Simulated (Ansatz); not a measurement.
# InF (SMILES [F][In]) at BLYP/STO-3G

What is the electronic atomisation energy of InF at BLYP/STO-3G? 

The calculation is run with Ansatz 0.2.0.

45 further runs of the same task are left out: 5 that didn't finish, 40 set aside as unsound or not needed.

## (1) The system as given

InF: 2 atoms, total charge 0, spin state singlet. As SMILES, `[F][In]`. The shape comes from GFN2-xTB, which is rough for such elements, and wasn't checked as a minimum.

Bond lengths: F1–In2 2.025 Å.

## (2) The energy at BLYP/STO-3G

input.yaml

```yaml
crystal:
  periodic: [false, false, false]
  atoms:
    - {symbol: F, position_ang: [0.000000, 0.000000, 0.000000]}
    - {symbol: In, position_ang: [0.000000, 0.000000, 2.025490]}
basis:
  gaussian: {orbitals: STO-3G}
hamiltonian: {xc: {name: BLYP}}
accuracy: high
```

Run with:

```bash
$ ansatz run input.yaml --threads 1 --pin off --max-ram 2610MiB --events-out events.jsonl --progress --plain --runs-dir runs
```

Output:

```text
Warning: RAYON_NUM_THREADS=1 ignored (pool sized by the plan → 1); use --threads N
Functional definition: BLYP
  name "BLYP"
  parameter beta = 0.0042
  parameter a = 0.04918
  parameter b = 0.132
  parameter c = 0.2533
  parameter d = 0.349
  exchange = b88_x(beta = beta)
  correlation = lyp_c(a = a, b = b, c = c, d = d)
564 factors; integrals over basis functions are off by at most 4.4e-9 eV
mean field evaluation 1: about -157363.4804 eV, gradient 1.5e1 eV
mean field evaluation 2: about -157253.3930 eV, gradient 2.0e2 eV
mean field evaluation 4: about -157364.6265 eV, gradient 3.6e0 eV
mean field evaluation 8: about -157364.6500 eV, gradient 1.6e-1 eV
mean field evaluation 16: about -157364.6501 eV, gradient 6.6e-6 eV
mean field -157364.65014656 eV, -5783.0442272953 hartree, gradient 2.4e-8 eV, S^2 0.000000; 0 other end points of the search recorded, 0 dependent functions left out
reference -157364.65017685 eV, -5783.0442284083 hartree; 29, 29 occupied and 3, 3 virtual orbitals, 564 factors
Total energy: -157364.65017685 eV, -5783.0442284083 hartree
```

It took 1.1 s on 1 thread of Arm Neoverse V2, shared host; peak memory 0.09 GiB.

## (3) The F atom, same level

molecule.yaml

```yaml
crystal:
  periodic: [false, false, false]
  atoms:
    - symbol: F
      position_ang: [0.000000, 0.000000, 0.000000]
basis:
  gaussian:
    orbitals: STO-3G
magnetization:
  spin_polarized: true
  initial_magnetization: 1
hamiltonian:
  xc: {name: BLYP}
accuracy: high
```

Run the same way, it converges to -98.23564 Eh (log not shown).

## (4) The In atom, same level

in.yaml

```yaml
basis:
  gaussian:
    orbitals: STO-3G
crystal:
  periodic: [false, false, false]
  atoms:
    - symbol: In
      position_ang: [0.000000, 0.000000, 0.000000]
accuracy: high
hamiltonian:
  xc: {name: BLYP}
magnetization:
  spin_polarized: true
  initial_magnetization: 1
```

Run the same way, it converges to -5684.57069 Eh (log not shown).

## (5) What came out

Level: BLYP/STO-3G.

| quantity | value |
| --- | --- |
| molecule: total energy | -5783.04423 Eh |
| F atom: total energy | -98.23564 Eh |
| F atom: ⟨S²⟩ | 0.750 |
| In atom: total energy | -5684.57069 Eh |
| In atom: ⟨S²⟩ | 0.750 |
| electronic atomisation energy | 6.474 eV |

What this shows: Taking the molecule apart into free atoms costs 6.47 eV (625 kJ/mol), before zero-point energy and without spin-orbit coupling. In a minimal basis such a difference can be off by several eV, whatever the method. Relativity is left out (molecule) although the molecule holds a heavy atom. Relativity is left out (In atom) although the molecule holds a heavy atom.
